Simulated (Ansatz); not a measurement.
# GaGeH6NO: small, medium and large basis sets

One table from this session's results is given with a row withheld; the runs are named, their logs left out.

The runs use Ansatz 0.2.0, Gaussian basis; one geometry, several basis sets.

Levels to be run: PBE0-D4/def2-SVP; ωB97M-V/def2-SVP; PBE0-D4/def2-QZVPP; ωB97M-V/def2-QZVPP; the functionals' def2-TZVPP values are taken from earlier runs.

## Structure used throughout

The geometry comes from an earlier relaxation with PBE0-D4 in a triple-zeta def2 set; it is a stationary point, not always the lowest conformer.

10 atoms, charge 0, spin multiplicity 1.

Atoms are counted from 1 here; the program's logs count them from 0.

Bond lengths: N1–Ge2 1.896 Å, N1–Ga3 2.347 Å, N1–H5 1.016 Å, N1–H6 1.016 Å, Ge2–H7 1.525 Å, Ge2–H8 1.551 Å, Ge2–H9 1.525 Å, Ga3–O4 1.864 Å, O4–H10 0.959 Å. Angles: Ge2–N1–Ga3 113.9°, Ge2–N1–H5 110.7°, Ge2–N1–H6 110.5°, Ga3–N1–H5 108.3°, Ga3–N1–H6 107.6°, H5–N1–H6 105.5°, N1–Ge2–H7 108.7°, N1–Ge2–H8 105.6°, N1–Ge2–H9 108.7°, H7–Ge2–H8 108.8°, H7–Ge2–H9 115.8°, H8–Ge2–H9 108.8°, N1–Ga3–O4 80.3°, Ga3–O4–H10 117.4°.

As a file:

```xyz
10
GaGeH6NO
N    -1.0391    0.4801   -0.1504
Ge   -0.1463   -1.1919   -0.1192
Ga    0.3567    2.3122    0.3025
O     1.6161    0.9385    0.3505
H    -1.8051    0.4902    0.5166
H    -1.4675    0.6379   -1.0580
H     0.8674   -1.2267   -1.2574
H    -1.2421   -2.2539   -0.3943
H     0.4172   -1.4184    1.2794
H     2.5258    1.1808    0.5332
```

The first run:

File in.yaml:

```yaml
crystal:
  periodic: [false, false, false]
  atoms:
    - {symbol: N, position_ang: [-1.039094, 0.480147, -0.150438]}
    - {symbol: Ge, position_ang: [-0.146299, -1.191938, -0.119221]}
    - {symbol: Ga, position_ang: [0.356662, 2.312178, 0.302482]}
    - {symbol: O, position_ang: [1.616052, 0.938488, 0.350512]}
    - {symbol: H, position_ang: [-1.805071, 0.490179, 0.516584]}
    - {symbol: H, position_ang: [-1.467486, 0.637947, -1.057968]}
    - {symbol: H, position_ang: [0.867356, -1.226734, -1.257449]}
    - {symbol: H, position_ang: [-1.242060, -2.253909, -0.394313]}
    - {symbol: H, position_ang: [0.417246, -1.418377, 1.279428]}
    - {symbol: H, position_ang: [2.525795, 1.180818, 0.533183]}
basis:
  gaussian: {orbitals: def2-SVP}
hamiltonian: {xc: pbe0, dispersion: d4}
output: {orbitals: {seedname: orbitals}}
```

Among the steps run: PBE0-D4 in def2-SVP; ωB97M-V in def2-SVP; PBE0-D4 in def2-QZVPP; ωB97M-V in def2-QZVPP.

One of the session's tables, all rows but one given; the rest of the session is left out.

It belongs to the step «Density functionals: the series». 

```
functional       basis  HOMO (eV)
   PBE0-D4    def2-SVP      -5.56
   PBE0-D4  def2-TZVPP      -5.69
   PBE0-D4  def2-QZVPP      -5.74
   ωB97M-V    def2-SVP          ?
   ωB97M-V  def2-TZVPP      -7.80
   ωB97M-V  def2-QZVPP      -7.86
```

Estimate the missing values for ωB97M-V, def2-SVP.

The run gave: HOMO (eV): -7.66. In the column «HOMO (eV)» it lies between ωB97M-V, def2-TZVPP (-7.80) and PBE0-D4, def2-QZVPP (-5.74).
